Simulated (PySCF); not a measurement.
# Br2Tm (Tm(Br)2+): the cost of one run

The runs use PySCF 2.14.0; several levels, as the steps say, no spin–orbit coupling.

1 further run of the same task is left out (for a known fault of the program).

## (1) The starting structure

3 atoms, charge 1, spin multiplicity 1.

Bond lengths: Tm1–Br2 2.490 Å, Tm1–Br3 2.490 Å. Angles: Br2–Tm1–Br3 113.3°.

Coordinates:

```xyz
3

Tm    0.0000    0.0000   -0.7080
Br    2.0798    0.0000    0.6606
Br   -2.0798    0.0000    0.6606
```

Formal oxidation states: Tm +3. Each metal's 12 4f electrons lie in its core potential, so multiplicities, spins and levels count the valence alone. An earlier session relaxed this geometry at PBE0, Tm lcecp-1-SVP with ECP58, Br def2-SVP (singlet, point group C2v).

At PBE0 on the finer grid: E = -5185.799016 Eh, HOMO -13.10 eV, LUMO -8.15 eV, Mulliken charge on Tm1 +1.24 e, largest force component 0.018 eV/Å. 

Levels to run: PBE; TPSS; PBE0, TZVP. Hardware: 2 threads of Arm Neoverse V2, shared host.

## (2) PBE

Input file run.py (the lines that set the calculation):

```python
mol = gto.M(atom='''
Tm     0.00000     0.00000    -0.70803
Br     2.07977     0.00000     0.66064
Br    -2.07977     0.00000     0.66064''',
    basis={'Tm': 'lcecp-1-SVP', 'Br': 'def2-SVP'},
    ecp={'Tm': 'lcecp-1-SVP'},
    charge=1, spin=0)
mf = dft.RKS(mol, xc='PBE')
mf.grids.atom_grid = (75, 302)  # f atoms: unpruned, at least (60, 302)
mf = mf.density_fit()  # fitting sets: Tm AutoAux, Br def2-universal-JKFIT
mf.conv_tol = 1e-08; mf.max_cycle = 55
mf.kernel(dm0)  # dm0: the density of the relaxed state
```

Started as:

```console
$ OMP_NUM_THREADS=2 python run.py
```

**Question.** How long does this run take on 2 threads of Arm Neoverse V2, shared host?

About 4 s.
